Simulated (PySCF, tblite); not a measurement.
**C5H2F6: a rotation path, then NMR shifts on frames**

How do NMR shifts of C5H2F6 (`F[C@H]1C=C1C(F)(F)C(F)(F)F`) change as the atoms move?

Programs: tblite 0.8.0 and PySCF 2.14.0, with density-fitted response routines of our own. Each step states its level of theory. These are calculated values for one molecule in the gas phase, unless marked as measured. Atoms count from 0, in the outputs and in this text.

### 1 Starting geometry

13 atoms, charge 0, multiplicity 1; geometry from: GFN2-xTB.

Bonds of the start (Å): F0–C1 1.37, C1–C2 1.49, C2–C3 1.31, C3–C4 1.47, C4–F5 1.35, C4–F6 1.36, C4–C7 1.56, C7–F8 1.33, C7–F9 1.33, C7–F10 1.33, C3–C1 1.49, C1–H11 1.08, C2–H12 1.06.

### 2 The rotation path with GFN2-xTB

Job settings and geometry (Å):

```
{"job": {"kind": "neb", "xc": "GFN2-xTB", "basis": "xTB", "atoms": [3, 4, 7, 8], "turn": 120}, "charge": 0, "multiplicity": 1}
F      1.776747     1.225488     1.247681
C      1.742432     0.711183    -0.018822
C      1.807287    -0.765449    -0.177721
C      0.633378    -0.215096    -0.365992
C     -0.804747    -0.355185    -0.645363
F     -1.134519    -1.636914    -0.932123
F     -1.179685     0.380467    -1.721994
C     -1.662403     0.111163     0.571049
F     -1.477913     1.408321     0.800985
F     -2.958255    -0.089582     0.362986
F     -1.315280    -0.555795     1.671762
H      2.169528     1.426144    -0.710433
H      2.399041    -1.644260    -0.099743
```

With the program's defaults for keys left out, this is: GFN2-xTB climbing-image nudged elastic band, gas phase.

The run is started by

```sh
OMP_NUM_THREADS=1 python probes_run.py task.json out
```

The driver reads the jobs from task.json and runs them one after another.

Standard output:

```text
image   E - E0 / eV
  0       0.0000
  1       0.0144
  2       0.0457
  3       0.0781
  4       0.0932
  5       0.0803
  6       0.0463
  7       0.0128
  8       0.0001
```

Wall time 8.8 s (1 thread, shared host).

The final band, with the dihedral C3–C4–C7–F8:

```csv
image,dihedral (°),energy (eV),energy (kcal/mol)
0,64,0.000,0.0
1,77,0.014,0.3
2,92,0.046,1.1
3,107,0.078,1.8
4,123,0.093,2.1
5,138,0.080,1.9
6,153,0.046,1.1
7,169,0.013,0.3
8,184,0.000,0.0
```

### 3 Shielding tensors: image 0, PBE0/pcSseg-1

Job settings and geometry (Å):

```
{"job": {"kind": "nmr", "xc": "PBE0", "basis": "pcSseg-1", "pop": false}, "charge": 0, "multiplicity": 1}
F      1.776700     1.225500     1.247700
C      1.742400     0.711200    -0.018800
C      1.807300    -0.765400    -0.177700
C      0.633400    -0.215100    -0.366000
C     -0.804700    -0.355200    -0.645400
F     -1.134500    -1.636900    -0.932100
F     -1.179700     0.380500    -1.722000
C     -1.662400     0.111200     0.571000
F     -1.477900     1.408300     0.801000
F     -2.958300    -0.089600     0.363000
F     -1.315300    -0.555800     1.671800
H      2.169500     1.426100    -0.710400
H      2.399000    -1.644300    -0.099700
```

With the program's defaults for keys left out, this is: GIAO PBE0/pcSseg-1 NMR shielding, non-relativistic, gas phase.

Standard output:

```text
coarse grid: 13192 points
cycle   1  E = -789.5056521871  dE =  2.128e+00  |g| = 1.208e+00  |ddm| = 3.408e+00
cycle   2  E = -789.1513208478  dE =  3.543e-01  |g| = 1.972e+00  |ddm| = 1.785e+00
cycle   3  E = -789.7449987694  dE = -5.937e-01  |g| = 1.394e-01  |ddm| = 1.186e+00
cycle   4  E = -789.7467374419  dE = -1.739e-03  |g| = 1.089e-01  |ddm| = 2.155e-01
cycle   5  E = -789.7494575972  dE = -2.720e-03  |g| = 1.782e-02  |ddm| = 1.079e-01
cycle   6  E = -789.7495191278  dE = -6.153e-05  |g| = 4.651e-03  |ddm| = 2.091e-02
cycle   7  E = -789.7495239177  dE = -4.790e-06  |g| = 1.207e-03  |ddm| = 5.547e-03
final grid: 136408 points
cycle   8  E = -789.8550533096  dE = -6.581e-05  |g| = 8.205e-03  |ddm| = 3.385e-02
cycle   9  E = -789.8550417708  dE =  1.154e-05  |g| = 1.221e-02  |ddm| = 1.527e-02
cycle  10  E = -789.8550661050  dE = -2.433e-05  |g| = 8.247e-04  |ddm| = 8.162e-03
cycle  11  E = -789.8550662182  dE = -1.132e-07  |g| = 3.832e-04  |ddm| = 9.638e-04
cycle  12  E = -789.8550662431  dE = -2.486e-08  |g| = 1.880e-04  |ddm| = 5.311e-04
cycle  13  E = -789.8550662514  dE = -8.342e-09  |g| = 2.821e-05  |ddm| = 1.947e-04
cycle  14  E = -789.8550662516  dE = -1.294e-10  |g| = 1.012e-05  |ddm| = 3.046e-05
converged SCF energy = -789.8550662516

GIAO shielding tensors (ppm)
atom      isotropic    diamagn.    paramagn.     s11        s22        s33       span
  0 F      343.233     472.435    -129.202    267.825    331.564    430.309    162.484
  1 C      118.555     240.208    -121.653     67.061     73.198    215.405    148.343
  2 C       48.410     255.372    -206.961    -76.982     36.974    185.240    262.222
  3 C       50.001     257.159    -207.158    -72.911     54.184    168.731    241.642
  4 C       67.316     236.235    -168.918     49.871     64.663     87.416     37.545
  5 F      308.619     471.460    -162.840    209.270    345.675    370.912    161.642
  6 F      299.983     470.886    -170.902    195.358    347.453    357.139    161.782
  7 C       58.598     243.146    -184.548     49.014     60.987     65.793     16.780
  8 F      264.860     473.574    -208.714    191.214    262.490    340.875    149.661
  9 F      274.090     467.953    -193.863    200.573    269.766    351.931    151.358
 10 F      262.637     473.549    -210.912    188.392    259.959    339.559    151.167
 11 H       26.403      28.519      -2.116     21.632     25.238     32.337     10.705
 12 H       23.359      31.522      -8.163     19.658     24.174     26.245      6.588
```

It took 82 s on 1 thread, shared host.

Shifts follow as δ = σ(reference) − σ, with reference shieldings (ppm) from runs at the same level and on the same kind of geometry: ¹H TMS 31.72, ¹³C TMS 186.9, ¹⁹F CFCl3 170.9. The references are single molecules in the gas phase, so shifts against H2O, NH3, PH3, H3PO4 or CFCl3 are not on the usual liquid scales and can be off by tens of ppm. Each atom is listed at this fixed geometry, with no averaging over motion; a spectrum would average atoms that exchange fast.

```csv
atoms,environment,σ (ppm),δ (ppm)
C2,alkene CH,48.4,138.5
C3,fully substituted alkene carbon,50.0,136.9
C7,CF3 carbon,58.6,128.3
C4,allylic fully substituted sp3 carbon bonded to 2 F,67.3,119.6
C1,three-membered-ring carbon bearing a halogen,118.6,68.4
H12,hydrogen on an alkene CH,23.36,8.36
H11,hydrogen on a three-membered-ring carbon bearing a halogen,26.40,5.31
F10,fluorine of a CF3 group,262.6,-91.7
F8,fluorine of a CF3 group,264.9,-93.9
F9,fluorine of a CF3 group,274.1,-103.1
F6,fluorine of a CF2 group,300.0,-129.0
F5,fluorine of a CF2 group,308.6,-137.7
F0,fluorine on an sp3 carbon,343.2,-172.3
```

Ring of atoms C1, C2, C3: NICS(0) -28.6, NICS(1) -9.2, NICS(1)zz -17.0 ppm (means of both faces; NICS(1) differs between them: -11.0 and -7.4).

The two faces differ (NICS(1)zz -21.9 and -12.2 ppm).

In rings of three or four atoms NICS is ruled by the nearby σ bonds, so it says little on aromaticity.

### 4 Nuclear shieldings: image 2, PBE0/pcSseg-1

Job settings and geometry (Å):

```
{"job": {"kind": "nmr", "xc": "PBE0", "basis": "pcSseg-1", "pop": false}, "charge": 0, "multiplicity": 1}
F      1.809900     1.071100     1.345100
C      1.771200     0.641400     0.047800
C      1.790400    -0.822600    -0.211600
C      0.636000    -0.222600    -0.368000
C     -0.804300    -0.291100    -0.670200
F     -1.174400    -1.541900    -1.031700
F     -1.128500     0.507200    -1.717900
C     -1.675000     0.147400     0.558500
F     -1.948000     1.446900     0.503100
F     -2.825600    -0.514000     0.603000
F     -1.034800    -0.086300     1.704400
H      2.222600     1.387000    -0.593700
H      2.356000    -1.722100    -0.186700
```

Method: GIAO PBE0/pcSseg-1 NMR shielding, non-relativistic, gas phase.

Standard output:

```text
coarse grid: 13192 points
cycle   1  E = -789.5005989909  dE =  2.129e+00  |g| = 1.213e+00  |ddm| = 3.390e+00
cycle   2  E = -789.1365342449  dE =  3.641e-01  |g| = 1.992e+00  |ddm| = 1.803e+00
cycle   3  E = -789.7427457829  dE = -6.062e-01  |g| = 1.389e-01  |ddm| = 1.198e+00
cycle   4  E = -789.7443937927  dE = -1.648e-03  |g| = 1.100e-01  |ddm| = 2.144e-01
cycle   5  E = -789.7471682461  dE = -2.774e-03  |g| = 1.794e-02  |ddm| = 1.074e-01
cycle   6  E = -789.7472307456  dE = -6.250e-05  |g| = 4.633e-03  |ddm| = 2.080e-02
cycle   7  E = -789.7472355139  dE = -4.768e-06  |g| = 1.167e-03  |ddm| = 5.429e-03
final grid: 136408 points
cycle   8  E = -789.8518731737  dE = -6.323e-05  |g| = 8.004e-03  |ddm| = 3.176e-02
cycle   9  E = -789.8518623999  dE =  1.077e-05  |g| = 1.186e-02  |ddm| = 1.488e-02
cycle  10  E = -789.8518855188  dE = -2.312e-05  |g| = 8.157e-04  |ddm| = 8.033e-03
cycle  11  E = -789.8518856308  dE = -1.119e-07  |g| = 3.542e-04  |ddm| = 9.260e-04
cycle  12  E = -789.8518856505  dE = -1.974e-08  |g| = 1.873e-04  |ddm| = 4.865e-04
cycle  13  E = -789.8518856588  dE = -8.297e-09  |g| = 2.954e-05  |ddm| = 1.981e-04
cycle  14  E = -789.8518856589  dE = -1.517e-10  |g| = 9.734e-06  |ddm| = 3.081e-05
converged SCF energy = -789.8518856589

GIAO shielding tensors (ppm)
atom      isotropic    diamagn.    paramagn.     s11        s22        s33       span
  0 F      344.678     472.364    -127.686    270.741    333.475    429.818    159.077
  1 C      118.841     240.517    -121.676     67.520     72.994    216.009    148.489
  2 C       50.803     255.619    -204.815    -72.619     39.680    185.350    257.969
  3 C       49.646     256.977    -207.331    -73.278     53.712    168.505    241.783
  4 C       66.179     236.993    -170.814     49.585     63.294     85.657     36.072
  5 F      301.236     471.244    -170.008    210.644    336.836    356.227    145.582
  6 F      292.141     470.595    -178.454    189.457    334.285    352.681    163.225
  7 C       58.273     242.589    -184.315     48.299     61.369     65.152     16.853
  8 F      263.073     471.292    -208.219    190.428    263.467    335.324    144.896
  9 F      266.413     467.972    -201.559    193.986    266.007    339.246    145.260
 10 F      254.609     474.636    -220.027    186.200    246.401    331.227    145.027
 11 H       26.434      28.556      -2.122     21.625     25.285     32.391     10.765
 12 H       23.451      31.533      -8.082     19.914     24.169     26.270      6.356
```

Run time: 80 s. Hardware: 1 thread, shared host.

Key values: δ C3 137.3, C2 136.1, C7 128.7, C4 120.7, H12 8.27, H11 5.28 ppm.

### 5 Nuclear shieldings: image 4, PBE0/pcSseg-1

Job settings and geometry (Å):

```
{"job": {"kind": "nmr", "xc": "PBE0", "basis": "pcSseg-1", "pop": false}, "charge": 0, "multiplicity": 1}
F      1.843800     0.915400     1.427700
C      1.796500     0.565900     0.107500
C      1.765400    -0.879800    -0.238800
C      0.634500    -0.230800    -0.367900
C     -0.802200    -0.218500    -0.695200
F     -1.218100    -1.425800    -1.143700
F     -1.066300     0.653900    -1.699700
C     -1.683600     0.182000     0.546700
F     -2.435800     1.244500     0.283600
F     -2.486100    -0.816100     0.902000
F     -0.930400     0.478100     1.604700
H      2.280600     1.331500    -0.484800
H      2.297400    -1.799700    -0.259800
```

With the program's defaults for keys left out, this is: GIAO PBE0/pcSseg-1 NMR shielding, non-relativistic, gas phase.

Standard output:

```text
coarse grid: 13192 points
cycle   1  E = -789.4961703097  dE =  2.134e+00  |g| = 1.218e+00  |ddm| = 3.387e+00
cycle   2  E = -789.1231177495  dE =  3.731e-01  |g| = 2.009e+00  |ddm| = 1.819e+00
cycle   3  E = -789.7406624908  dE = -6.175e-01  |g| = 1.378e-01  |ddm| = 1.211e+00
cycle   4  E = -789.7422129803  dE = -1.550e-03  |g| = 1.106e-01  |ddm| = 2.127e-01
cycle   5  E = -789.7450176584  dE = -2.805e-03  |g| = 1.808e-02  |ddm| = 1.074e-01
cycle   6  E = -789.7450812780  dE = -6.362e-05  |g| = 4.720e-03  |ddm| = 2.086e-02
cycle   7  E = -789.7450861909  dE = -4.913e-06  |g| = 1.193e-03  |ddm| = 5.464e-03
final grid: 136408 points
cycle   8  E = -789.8491964072  dE = -6.089e-05  |g| = 7.776e-03  |ddm| = 3.380e-02
cycle   9  E = -789.8491861966  dE =  1.021e-05  |g| = 1.153e-02  |ddm| = 1.452e-02
cycle  10  E = -789.8492082538  dE = -2.206e-05  |g| = 8.607e-04  |ddm| = 7.795e-03
cycle  11  E = -789.8492083783  dE = -1.245e-07  |g| = 3.493e-04  |ddm| = 9.437e-04
cycle  12  E = -789.8492083970  dE = -1.866e-08  |g| = 1.979e-04  |ddm| = 4.966e-04
cycle  13  E = -789.8492084062  dE = -9.257e-09  |g| = 2.752e-05  |ddm| = 2.040e-04
cycle  14  E = -789.8492084064  dE = -1.207e-10  |g| = 9.560e-06  |ddm| = 2.885e-05
converged SCF energy = -789.8492084064

GIAO shielding tensors (ppm)
atom      isotropic    diamagn.    paramagn.     s11        s22        s33       span
  0 F      343.352     472.377    -129.025    270.390    331.600    428.066    157.676
  1 C      119.153     240.763    -121.611     67.398     73.321    216.738    149.340
  2 C       51.420     255.571    -204.151    -70.530     39.930    184.861    255.391
  3 C       49.125     256.886    -207.762    -73.133     52.922    167.585    240.718
  4 C       65.661     237.650    -171.989     49.428     62.263     85.293     35.865
  5 F      295.690     471.078    -175.388    203.798    332.103    351.169    147.371
  6 F      286.395     470.338    -183.943    193.364    320.757    345.064    151.699
  7 C       58.040     242.205    -184.165     48.123     61.960     64.037     15.915
  8 F      262.249     468.936    -206.687    189.231    266.138    331.377    142.147
  9 F      260.516     468.622    -208.106    188.752    262.785    330.010    141.258
 10 F      251.140     474.897    -223.757    186.337    238.949    328.134    141.797
 11 H       26.465      28.605      -2.140     21.571     25.316     32.508     10.937
 12 H       23.478      31.531      -8.054     20.043     24.143     26.247      6.203
```

Wall time 80 s (1 thread, shared host).

Key values: δ C3 137.8, C2 135.5, C7 128.9, C4 121.3, H12 8.24, H11 5.25 ppm.

### 6 NMR shieldings: image 6, PBE0/pcSseg-1

Job settings and geometry (Å):

```
{"job": {"kind": "nmr", "xc": "PBE0", "basis": "pcSseg-1", "pop": false}, "charge": 0, "multiplicity": 1}
F      1.852200     0.752100     1.507300
C      1.811200     0.487300     0.167100
C      1.733600    -0.932900    -0.266600
C      0.627400    -0.237700    -0.366400
C     -0.800700    -0.144700    -0.715400
F     -1.265700    -1.304200    -1.237700
F     -1.011400     0.799900    -1.666400
C     -1.679900     0.215900     0.529300
F     -2.796600     0.842700     0.177700
F     -2.014300    -0.889600     1.191200
F     -1.024400     1.009900     1.372500
H      2.330500     1.269400    -0.371500
H      2.233700    -1.867800    -0.338900
```

Level: GIAO PBE0/pcSseg-1 NMR shielding, non-relativistic, gas phase.

Standard output:

```text
coarse grid: 13192 points
cycle   1  E = -789.5031132442  dE =  2.129e+00  |g| = 1.213e+00  |ddm| = 3.403e+00
cycle   2  E = -789.1401880318  dE =  3.629e-01  |g| = 1.989e+00  |ddm| = 1.807e+00
cycle   3  E = -789.7448864604  dE = -6.047e-01  |g| = 1.382e-01  |ddm| = 1.202e+00
cycle   4  E = -789.7465048057  dE = -1.618e-03  |g| = 1.098e-01  |ddm| = 2.131e-01
cycle   5  E = -789.7492711666  dE = -2.766e-03  |g| = 1.788e-02  |ddm| = 1.077e-01
cycle   6  E = -789.7493330955  dE = -6.193e-05  |g| = 4.743e-03  |ddm| = 2.084e-02
cycle   7  E = -789.7493380272  dE = -4.932e-06  |g| = 1.233e-03  |ddm| = 5.547e-03
final grid: 136408 points
cycle   8  E = -789.8524425817  dE = -5.954e-05  |g| = 7.909e-03  |ddm| = 3.702e-02
cycle   9  E = -789.8524319429  dE =  1.064e-05  |g| = 1.175e-02  |ddm| = 1.495e-02
cycle  10  E = -789.8524548109  dE = -2.287e-05  |g| = 8.741e-04  |ddm| = 7.958e-03
cycle  11  E = -789.8524549412  dE = -1.302e-07  |g| = 3.490e-04  |ddm| = 9.637e-04
cycle  12  E = -789.8524549595  dE = -1.828e-08  |g| = 2.009e-04  |ddm| = 5.018e-04
cycle  13  E = -789.8524549690  dE = -9.510e-09  |g| = 2.707e-05  |ddm| = 2.050e-04
cycle  14  E = -789.8524549691  dE = -1.148e-10  |g| = 9.627e-06  |ddm| = 2.859e-05
converged SCF energy = -789.8524549691

GIAO shielding tensors (ppm)
atom      isotropic    diamagn.    paramagn.     s11        s22        s33       span
  0 F      342.828     472.460    -129.633    267.969    331.519    428.995    161.026
  1 C      118.963     240.635    -121.672     66.855     73.503    216.530    149.675
  2 C       49.199     255.269    -206.070    -73.779     37.034    184.342    258.121
  3 C       49.547     257.101    -207.554    -72.119     53.007    167.752    239.872
  4 C       66.755     236.738    -169.983     50.118     63.177     86.971     36.853
  5 F      303.680     471.246    -167.566    202.136    345.798    363.107    160.971
  6 F      294.045     470.591    -176.546    198.655    336.148    347.332    148.677
  7 C       58.340     242.830    -184.490     48.815     61.105     65.100     16.285
  8 F      269.534     468.137    -198.603    196.371    269.180    343.050    146.679
  9 F      262.889     471.037    -208.148    189.127    263.636    335.904    146.776
 10 F      259.053     474.708    -215.655    186.773    254.055    336.332    149.560
 11 H       26.455      28.597      -2.142     21.620     25.298     32.446     10.826
 12 H       23.386      31.493      -8.107     19.859     24.119     26.179      6.320
```

It took 79 s on 1 thread, shared host.

Key values: δ C2 137.7, C3 137.4, C7 128.6, C4 120.2, H12 8.33, H11 5.26 ppm.

### 7 Shielding tensors: image 8, PBE0/pcSseg-1

Job settings and geometry (Å):

```
{"job": {"kind": "nmr", "xc": "PBE0", "basis": "pcSseg-1", "pop": false}, "charge": 0, "multiplicity": 1}
F      1.844600     0.599600     1.575700
C      1.825600     0.406500     0.222300
C      1.684100    -0.983000    -0.286300
C      0.620500    -0.223500    -0.377900
C     -0.796800    -0.061900    -0.741500
F     -1.287500    -1.172700    -1.341200
F     -0.973400     0.953800    -1.623700
C     -1.670100     0.240500     0.514800
F     -2.960900     0.306500     0.211200
F     -1.512700    -0.713400     1.432500
F     -1.314400     1.399900     1.061600
H      2.401300     1.185700    -0.260500
H      2.135300    -1.937500    -0.404700
```

Method: GIAO PBE0/pcSseg-1 NMR shielding, non-relativistic, gas phase.

Standard output:

```text
coarse grid: 13192 points
cycle   1  E = -789.5081921634  dE =  2.126e+00  |g| = 1.208e+00  |ddm| = 3.407e+00
cycle   2  E = -789.1535405778  dE =  3.547e-01  |g| = 1.973e+00  |ddm| = 1.784e+00
cycle   3  E = -789.7476775508  dE = -5.941e-01  |g| = 1.395e-01  |ddm| = 1.185e+00
cycle   4  E = -789.7494156300  dE = -1.738e-03  |g| = 1.090e-01  |ddm| = 2.155e-01
cycle   5  E = -789.7521400418  dE = -2.724e-03  |g| = 1.778e-02  |ddm| = 1.078e-01
cycle   6  E = -789.7522012696  dE = -6.123e-05  |g| = 4.650e-03  |ddm| = 2.084e-02
cycle   7  E = -789.7522060570  dE = -4.787e-06  |g| = 1.206e-03  |ddm| = 5.536e-03
final grid: 136408 points
cycle   8  E = -789.8550783275  dE = -5.862e-05  |g| = 8.007e-03  |ddm| = 3.700e-02
cycle   9  E = -789.8550673335  dE =  1.099e-05  |g| = 1.192e-02  |ddm| = 1.534e-02
cycle  10  E = -789.8550907742  dE = -2.344e-05  |g| = 8.736e-04  |ddm| = 8.157e-03
cycle  11  E = -789.8550909037  dE = -1.294e-07  |g| = 3.591e-04  |ddm| = 9.829e-04
cycle  12  E = -789.8550909240  dE = -2.036e-08  |g| = 2.013e-04  |ddm| = 5.223e-04
cycle  13  E = -789.8550909335  dE = -9.519e-09  |g| = 2.710e-05  |ddm| = 2.050e-04
cycle  14  E = -789.8550909336  dE = -1.073e-10  |g| = 9.795e-06  |ddm| = 2.981e-05
converged SCF energy = -789.8550909336

GIAO shielding tensors (ppm)
atom      isotropic    diamagn.    paramagn.     s11        s22        s33       span
  0 F      343.517     472.386    -128.870    268.007    332.051    430.492    162.485
  1 C      118.504     240.202    -121.698     67.006     73.233    215.272    148.266
  2 C       48.408     255.329    -206.921    -76.931     36.984    185.171    262.102
  3 C       49.891     257.156    -207.265    -73.017     54.065    168.624    241.640
  4 C       67.284     236.224    -168.940     49.916     64.622     87.314     37.398
  5 F      308.556     471.477    -162.921    209.197    345.660    370.810    161.613
  6 F      299.957     470.896    -170.939    195.506    347.355    357.011    161.506
  7 C       58.606     243.174    -184.568     49.009     60.986     65.824     16.815
  8 F      274.164     467.943    -193.779    200.709    269.834    351.949    151.241
  9 F      262.663     473.538    -210.876    188.455    259.989    339.544    151.089
 10 F      264.932     473.582    -208.651    191.213    262.601    340.981    149.769
 11 H       26.404      28.529      -2.125     21.626     25.263     32.322     10.696
 12 H       23.361      31.517      -8.156     19.671     24.168     26.243      6.572
```

It took 76 s on 1 thread, shared host.

This run: δ C2 138.5, C3 137.0, C7 128.3, C4 119.6, H12 8.36, H11 5.31 ppm.

### 8 Side by side: NMR shifts

Shifts (ppm) of some atoms, chosen among heavy atoms and hydrogens apart, with basis size and wall time:

```csv
frame,H12,H11,F10,F8,F9,F6,F5,functions,time
image 0,8.36,5.31,-91.7,-93.9,-103.1,-129.0,-137.7,197,82 s
image 2,8.27,5.28,-83.7,-92.1,-95.5,-121.2,-130.3,197,80 s
image 4,8.24,5.25,-80.2,-91.3,-89.6,-115.4,-124.7,197,80 s
image 6,8.33,5.26,-88.1,-98.6,-91.9,-123.1,-132.7,197,79 s
image 8,8.36,5.31,-94.0,-103.2,-91.7,-129.0,-137.6,197,76 s
```

### 9 Results

| quantity | value |
| --- | --- |
| barrier | 0.093 eV (2.1 kcal/mol) at image 4 |
| end to end (GFN2-xTB) | 0.000 eV |
| ¹³C shifts against TMS (PBE0/pcSseg-1, image 0) | 138.5, 136.9, 128.3, 119.6, 68.4 ppm |
| ¹H shifts against TMS (PBE0/pcSseg-1, image 0) | 8.36, 5.31 ppm |
| ¹⁹F shifts against CFCl3 (PBE0/pcSseg-1, image 0) | -91.7, -93.9, -103.1, -129.0, -137.7, -172.3 ppm |
| range of the shift of F10 | -94.0 to -80.2 ppm |

Along the band the dihedral turns by 120°, and the top (dihedral 123°) lies 2.1 kcal/mol above the start (GFN2-xTB, rough), so at room temperature this motion is fast. The top was not checked by a frequency run. Shifts at one fixed geometry are not the observed spectrum, which averages over the motion. In the first frame run (image 0): The largest span, 262 ppm, is at C2, where the paramagnetic term is -207 ppm. Across the 5 runs the shift of F10 moves most, between -94.0 (image 8) and -80.2 ppm (image 4).
